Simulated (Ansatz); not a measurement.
# H₇InN₂OSi: basis-set convergence

An exercise on one series of results from a longer session: the logs are not shown, and one member is left open.

Method: one geometry, several basis sets; program: Ansatz 0.2.0, Gaussian basis.

Plan: PBE0-D4/def2-SVP; ωB97M-V/def2-SVP; PBE0-D4/def2-QZVPP; ωB97M-V/def2-QZVPP; the functionals' def2-TZVPP values are taken from earlier runs.

**The geometry**

The geometry comes from an earlier relaxation with PBE0-D4 in a triple-zeta def2 set; it is a stationary point, not always the lowest conformer. In takes the def2 core potential; no spin-orbit term is included.

SMILES `[NH2][In]([NH2])[O][SiH3]`, 12 atoms, charge 0, spin multiplicity 1.

Atoms are counted from 1 here; the program's logs count them from 0.

Bond lengths: N1–In2 2.006 Å, N1–H6 1.010 Å, N1–H7 1.011 Å, In2–N3 2.010 Å, In2–O4 1.993 Å, N3–H8 1.011 Å, N3–H9 1.010 Å, O4–Si5 1.620 Å, Si5–H10 1.490 Å, Si5–H11 1.499 Å, Si5–H12 1.491 Å. Angles: In2–N1–H6 116.7°, In2–N1–H7 113.9°, H6–N1–H7 109.0°, N1–In2–N3 133.5°, N1–In2–O4 112.2°, N3–In2–O4 114.4°, In2–N3–H8 114.0°, In2–N3–H9 116.7°, H8–N3–H9 109.0°, In2–O4–Si5 135.9°, O4–Si5–H10 110.8°, O4–Si5–H11 111.7°, O4–Si5–H12 111.3°, H10–Si5–H11 107.4°, H10–Si5–H12 108.1°, H11–Si5–H12 107.3°.

The first run:

Contents of in.yaml:

```yaml
crystal:
  periodic: [false, false, false]
  atoms:
    - {symbol: N, position_ang: [-1.997256, 0.098156, 2.005828]}
    - {symbol: In, position_ang: [-0.594619, -0.416206, 0.667308]}
    - {symbol: N, position_ang: [0.301560, -2.154082, 0.202629]}
    - {symbol: O, position_ang: [0.011691, 1.138379, -0.422017]}
    - {symbol: Si, position_ang: [1.170679, 1.406342, -1.521720]}
    - {symbol: H, position_ang: [-2.663167, -0.616167, 2.263119]}
    - {symbol: H, position_ang: [-2.497210, 0.944383, 1.769982]}
    - {symbol: H, position_ang: [1.201033, -2.046424, -0.246359]}
    - {symbol: H, position_ang: [0.384384, -2.834828, 0.944146]}
    - {symbol: H, position_ang: [1.982125, 2.601666, -1.156528]}
    - {symbol: H, position_ang: [2.109583, 0.243450, -1.630215]}
    - {symbol: H, position_ang: [0.591198, 1.635331, -2.876173]}
basis:
  gaussian: {orbitals: def2-SVP}
hamiltonian: {xc: pbe0, dispersion: d4}
output: {orbitals: {seedname: orbitals}}
```

Started as:

```bash
$ ansatz run in.yaml --threads 4 --pin off --events-out ev --progress --plain --max-ram 11315MiB
```

Among the steps run: PBE0-D4 in def2-SVP; ωB97M-V in def2-SVP; PBE0-D4 in def2-QZVPP; ωB97M-V in def2-QZVPP.

One of the session's tables, all rows but one given; the rest of the session is left out.

It belongs to the step «Density functionals: the series». 

```
functional       basis  HOMO (eV)
   PBE0-D4    def2-SVP      -7.20
   PBE0-D4  def2-TZVPP          ?
   PBE0-D4  def2-QZVPP      -7.54
   ωB97M-V    def2-SVP      -9.55
   ωB97M-V  def2-TZVPP      -9.86
   ωB97M-V  def2-QZVPP      -9.91
```

**Question.** Estimate the row for PBE0-D4, def2-TZVPP.

**Answer.** HOMO (eV): -7.48. In the column «HOMO (eV)» it lies between PBE0-D4, def2-QZVPP (-7.54) and PBE0-D4, def2-SVP (-7.20).
